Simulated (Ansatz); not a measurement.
# B2O: the cost of one run

Method: DFT PBE+D3(BJ), scalar-relativistic, plane waves, PAW, in Ansatz 0.2.0.

73 further runs of the same task are left out: 1 that didn't finish, 72 set aside as unsound or not needed.

### 1 Starting point

It takes space group P-3m1 (No. 164, trigonal). Conventional cell: a = 2.546 Å, b = 2.546 Å, c = 9.678 Å, α = 90.00°, β = 90.00°, γ = 120.00°. Around B (site symmetry 3m) lie 3 O at 1.57 Å and 1 B at 1.74 Å. Around B (site symmetry 3m) lie 3 B at 1.58 Å. O (site symmetry 3m) has 3 B at 1.57 Å as nearest neighbours.

Coordinates:

```cif
data_structure
_symmetry_space_group_name_H-M 'P 1'
_symmetry_Int_Tables_number 1
_cell_length_a 2.5456
_cell_length_b 2.5456
_cell_length_c 9.6777
_cell_angle_alpha 90.000
_cell_angle_beta 90.000
_cell_angle_gamma 120.000
_cell_volume 54.31
loop_
_atom_site_label
_atom_site_type_symbol
_atom_site_fract_x
_atom_site_fract_y
_atom_site_fract_z
_atom_site_occupancy
B1 B 0.00000 0.00000 0.40990 1
B2 B 0.00000 0.00000 0.59010 1
B3 B 0.66667 0.33333 0.02935 1
B4 B 0.33333 0.66667 0.97065 1
O1 O 0.66667 0.33333 0.35258 1
O2 O 0.33333 0.66667 0.64742 1
```

It is the result of an earlier relaxation at this level (volume 9.05 Å³/atom; gap on the mesh: none (metal)).

### 2 What is varied

Atoms count from 1 in the order of the input.

The energy is mapped over a free internal coordinate and the cell.

First coordinate, shift of B3 along [0 0 1], its symmetry partners moved as symmetry demands (measured in the relaxed cell): 11 values from −0.189 Å. Second coordinate, volume per atom at fixed shape: 11 values from 7.784 to 10.319 Å³.

Nothing else is relaxed (all other coordinates fixed). Energies count from the relaxed crystal. Points are written as (first, second).

### 3 Grid point (−0.038 Å, 7.784 Å³)

Contents of input.yaml:

```yaml
crystal:
  lattice:
    - [2.4207310644, 0.0, 0.0]
    - [-1.2103655322, 2.0964145975, 0.0]
    - [0.0, 0.0, 9.2030198593]
  atoms:
    - { symbol: B, position: [0.0, 0.0, 0.4099026039] }
    - { symbol: B, position: [0.0, 0.0, 0.5900973961] }
    - { symbol: B, position: [0.6666666667, 0.3333333333, 0.025440389] }
    - { symbol: B, position: [0.3333333333, 0.6666666667, 0.974559611] }
    - { symbol: O, position: [0.6666666667, 0.3333333333, 0.3525784977] }
    - { symbol: O, position: [0.3333333333, 0.6666666667, 0.6474215023] }
basis:
  ecutwfc: 520.0
kpoints:
  mp_grid: { grid: [18, 18, 4] }
hamiltonian:
  xc: pbe
  dispersion: d3bj
scf:
  occupations: { method: gaussian, width: 0.15 }
output:
  forces: true
  stress: true
  eigenvalues: true
```

Run with:

```
$ ansatz run input.yaml --threads 2 --pin off --max-ram 4096MiB --backend cpu --events-out ev --progress --plain --runs-dir out
```

Q: Estimate wall time and peak memory on 2 threads of Arm Neoverse V1, shared host.

About 4.8 s, with a peak of 0.4 GiB.
